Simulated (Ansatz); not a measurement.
# CH4F2SSi: small, medium and large basis sets

An exercise on one series of results from a longer session: the logs are not shown, and one member is left open.

Program: Ansatz 0.2.0, Gaussian basis. Level of theory: one geometry, several basis sets. These are calculated values, not measurements.

Levels to be run: PBE0-D4/def2-SVP; ωB97M-V/def2-SVP; PBE0-D4/def2-QZVPP; ωB97M-V/def2-QZVPP; the functionals' def2-TZVPP values are taken from earlier runs.

### The relaxed structure

An earlier PBE0-D4 in a triple-zeta def2 set relaxation fixed the geometry.

SMILES `CS[SiH](F)F`, 9 atoms, charge 0, spin multiplicity 1.

Atoms are counted from 1 here; the program's logs count them from 0.

Bond lengths: C1–S2 1.823 Å, C1–H6 1.089 Å, C1–H7 1.089 Å, C1–H8 1.089 Å, S2–Si3 2.093 Å, Si3–F4 1.589 Å, Si3–F5 1.589 Å, Si3–H9 1.471 Å. Angles: S2–C1–H6 106.2°, S2–C1–H7 110.8°, S2–C1–H8 110.8°, H6–C1–H7 109.2°, H6–C1–H8 109.2°, H7–C1–H8 110.5°, C1–S2–Si3 99.4°, S2–Si3–F4 111.3°, S2–Si3–F5 111.4°, S2–Si3–H9 110.2°, F4–Si3–F5 104.4°, F4–Si3–H9 109.7°, F5–Si3–H9 109.7°.

Set-up of the first run:

in.yaml

```yaml
crystal:
  periodic: [false, false, false]
  atoms:
    - {symbol: C, position_ang: [0.190581, -0.971667, -1.160863]}
    - {symbol: S, position_ang: [0.771305, -0.947198, 0.566507]}
    - {symbol: Si, position_ang: [-0.094106, 0.853042, 1.190968]}
    - {symbol: F, position_ang: [-1.671882, 0.831435, 1.003873]}
    - {symbol: F, position_ang: [0.394589, 2.071269, 0.295478]}
    - {symbol: H, position_ang: [0.584068, -1.886956, -1.600247]}
    - {symbol: H, position_ang: [0.576664, -0.115443, -1.711087]}
    - {symbol: H, position_ang: [-0.896936, -0.992844, -1.203278]}
    - {symbol: H, position_ang: [0.234217, 1.112061, 2.601549]}
basis:
  gaussian: {orbitals: def2-SVP}
hamiltonian: {xc: pbe0, dispersion: d4}
output: {orbitals: {seedname: orbitals}}
```

The run is started by

```console
ansatz run in.yaml --threads 4 --pin off --events-out ev --progress --plain --max-ram 10444MiB
```

Among the steps run: PBE0-D4 in def2-SVP; ωB97M-V in def2-SVP; PBE0-D4 in def2-QZVPP; ωB97M-V in def2-QZVPP.

One of the session's tables, all rows but one given; the rest of the session is left out.

It belongs to the step «Functionals by basis». 

```
functional       basis  HOMO (eV)  LUMO (eV)
   PBE0-D4    def2-SVP      -7.52       0.32
   PBE0-D4  def2-TZVPP      -7.59      -0.19
   PBE0-D4  def2-QZVPP      -7.62      -0.40
   ωB97M-V    def2-SVP      -9.70       2.36
   ωB97M-V  def2-TZVPP          ?          ?
   ωB97M-V  def2-QZVPP      -9.83       1.24
```

Estimate the missing values for ωB97M-V, def2-TZVPP.

**Answer.** HOMO (eV): -9.80; LUMO (eV): 1.70. In the column «HOMO (eV)» it lies between ωB97M-V, def2-QZVPP (-9.83) and ωB97M-V, def2-SVP (-9.70).
